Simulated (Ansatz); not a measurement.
**CH6AlFGe: up Jacob's ladder to CCSD(T)**

How much do the methods differ for CH6AlFGe? The plan is to run it at one geometry with functionals of several rungs and with coupled cluster, and see how far each lands from CCSD(T) at the basis-set limit for the atomisation energy.

The runs use Ansatz 0.2.0, Gaussian basis; functionals in def2-TZVPP, the program's frozen cores in correlated methods.

Plan: PBE-D4, r2SCAN-D4, PBE0-D4, B3LYP-D4, ωB97X-V, ωB97M-V, B2PLYP; CCSD(T)/def2-TZVPP; MP2/def2-QZVPP; extrapolation to the limit.

## 1. The geometry

All runs share one geometry, relaxed beforehand with PBE0-D4 in a triple-zeta def2 set.

SMILES `F[CH2][AlH][GeH3]`, 10 atoms, charge 0, spin multiplicity 1.

Atoms are counted from 1 here; the program's logs count them from 0.

Bond lengths: F1–C2 1.399 Å, C2–Al3 1.982 Å, C2–H5 1.098 Å, C2–H6 1.098 Å, Al3–Ge4 2.474 Å, Al3–H7 1.591 Å, Ge4–H8 1.541 Å, Ge4–H9 1.541 Å, Ge4–H10 1.542 Å. Angles: F1–C2–Al3 111.5°, F1–C2–H5 107.7°, F1–C2–H6 107.7°, Al3–C2–H5 111.9°, Al3–C2–H6 111.9°, H5–C2–H6 105.8°, C2–Al3–Ge4 118.9°, C2–Al3–H7 117.1°, Ge4–Al3–H7 124.0°, Al3–Ge4–H8 113.2°, Al3–Ge4–H9 111.4°, Al3–Ge4–H10 111.1°, H8–Ge4–H9 107.2°, H8–Ge4–H10 107.0°, H9–Ge4–H10 106.7°.

## 2. PBE-D4 (GGA)

in.yaml reads:

```yaml
crystal:
  periodic: [false, false, false]
  atoms:
    - {symbol: F, position_ang: [-1.988514, 0.960147, 0.269269]}
    - {symbol: C, position_ang: [-0.803295, 1.703975, 0.284598]}
    - {symbol: Al, position_ang: [0.783497, 0.545605, 0.019174]}
    - {symbol: Ge, position_ang: [0.451832, -1.887618, -0.277900]}
    - {symbol: H, position_ang: [-0.882959, 2.475180, -0.493451]}
    - {symbol: H, position_ang: [-0.761118, 2.245546, 1.239243]}
    - {symbol: H, position_ang: [2.206717, 1.256257, 0.008057]}
    - {symbol: H, position_ang: [1.773471, -2.668462, -0.410722]}
    - {symbol: H, position_ang: [-0.319592, -2.497939, 0.908318]}
    - {symbol: H, position_ang: [-0.376840, -2.183691, -1.543587]}
basis:
  gaussian: {orbitals: def2-TZVPP}
hamiltonian: {xc: pbe, dispersion: d4}
output: {forces: true, orbitals: {seedname: orbitals}}
```

Command:

```sh
> ansatz run in.yaml --threads 4 --pin off --events-out ev --progress --plain --max-ram 10444MiB
```

After this run come: r2SCAN-D4 (meta-GGA); PBE0-D4 (hybrid); B3LYP-D4 (hybrid); ωB97X-V (range-separated); ωB97M-V (range-separated); B2PLYP (double hybrid); CCSD(T) in def2-TZVPP; MP2 in def2-QZVPP.

Q: Predict the results of all the runs planned. Wanted: atomisation energy, CCSD(T)/CBS; farthest; mean size of error, hybrid; mean size of error, range-separated; gap, smallest and largest; T1 diagnostic; triples share of the correlation energy.

**Answer**, as computed:

```
                               quantity                                          value
        atomisation energy, CCSD(T)/CBS                                 709.9 kcal/mol
functionals within 7.1 kcal/mol (1.0 %)  PBE-D4, r2SCAN-D4, B3LYP-D4, ωB97X-V, ωB97M-V
                               farthest                        B2PLYP (-12.8 kcal/mol)
             mean size of error, hybrid                                   6.9 kcal/mol
    mean size of error, range-separated                                   3.2 kcal/mol
              gap, smallest and largest            3.62 eV (PBE-D4), 9.72 eV (ωB97X-V)
                          T1 diagnostic                                         0.0119
triples share of the correlation energy                                          3.2 %
```

What this shows: PBE-D4 misses by +0.2 kcal/mol. Double hybrids carry the basis error of their MP2 part in triple zeta, and no dispersion term here, so their miss is partly the set-up's. The reference freezes the cores and leaves out relativity and excitations past (T), and its outer-core shells are covered unevenly, so misses under about 7.1 kcal/mol can't be ranked. Hartree-Fock recovers 73 % of the binding; the rest is correlation. Orbital gaps span 3.6 to 9.7 eV; exact exchange widens them. Correlated methods include outer-core shells of Ge, which these sets cover unevenly.
